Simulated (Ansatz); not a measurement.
# Nb (bcc type): how the settings move a single-point run

Question: which choices in the input matter for Nb (bcc type)?

Program: Ansatz 0.2.0. Level of theory: reference: DFT, PBE, PAW with Ansatz's default frozen-core files, scalar-relativistic. These are calculated values, not measurements.

## 1. The starting structure

It takes space group Im-3m (No. 229, cubic). The conventional cell has a = 2.938 Å, b = 2.938 Å, c = 2.938 Å, α = 90.00°, β = 90.00°, γ = 90.00°. Nb (site symmetry m-3m) is surrounded by 8 Nb at 2.54 Å.

Coordinates:

```xyz
1
Lattice="-1.4690 1.4690 1.4690 1.4690 -1.4690 1.4690 1.4690 1.4690 -1.4690" Properties=species:S:1:pos:R:3 pbc="T T T"
Nb    0.0000    0.0000    0.0000
```

## 2. Baseline

The input, input.yaml:

```yaml
crystal:
  lattice:
    - [-1.4690111994, 1.4690111994, 1.4690111994]
    - [1.4690111994, -1.4690111994, 1.4690111994]
    - [1.4690111994, 1.4690111994, -1.4690111994]
  atoms:
    - { symbol: Nb, position: [0.0, 0.0, 0.0] }
kpoints:
  mp_grid: { grid: [16, 16, 16] }
scf:
  occupations: { method: fermi_dirac, width: 0.05 }
hamiltonian:
  xc: pbe
  pseudopotentials: { kind: paw }
output:
  forces: true
  stress: true
  eigenvalues: true
  populations: true
```

Command:

```
$ ansatz run input.yaml --threads 1 --pin off --max-ram 2048MiB --backend cpu --events-out ev --progress --plain --runs-dir out
```

## 3. Variant: occupations.method tetrahedron, width left out

Changes to input.yaml since step 2:

```diff
@@ -10,3 +10,3 @@
 scf:
-  occupations: { method: fermi_dirac, width: 0.05 }
+  occupations: { method: tetrahedron }
 hamiltonian:
```

What does the calculation give? Wanted: for each run, ending; energy change; pressure; gap; force.

The runs gave:

| run | ending | energy change | pressure (GPa) | gap (eV) | force (eV/Å) | cycles | time |
| --- | --- | --- | --- | --- | --- | --- | --- |
| reference | converged | 0 | 114.8 | 0.00 | 0.00 | 6 | 2 s |
| 1: occupations.method tetrahedron, width left out | converged | -2.3 meV/atom (σ→0) | 115.5 | 0.00 | 0.00 | 5 | 1.7 s |

Residual by cycle in the longest SCF loop of each run; runs are numbered as in the table. The quantity is the density residual dr2, in eV.

| cycle | reference | run 1 |
| --- | --- | --- |
| 1 | 0.00248 | 0.00232 |
| 2 | 5.0e-4 | 4.9e-4 |
| 3 | 1.3e-5 | 1.2e-5 |
| 4 | 3.4e-8 | 3.7e-8 |
| 5 | 1.4e-9 | 1.5e-9 |
| 6 | 8.4e-12 | - |

Changing the smearing moves the energy by -2.3 meV/atom (σ→0 values), and the pressure goes from 114.8 to 115.5 GPa. Cost: 5 SCF cycles against 6. The structure is not at rest: the sound run finds 115 GPa, so these are no properties of the relaxed crystal. 
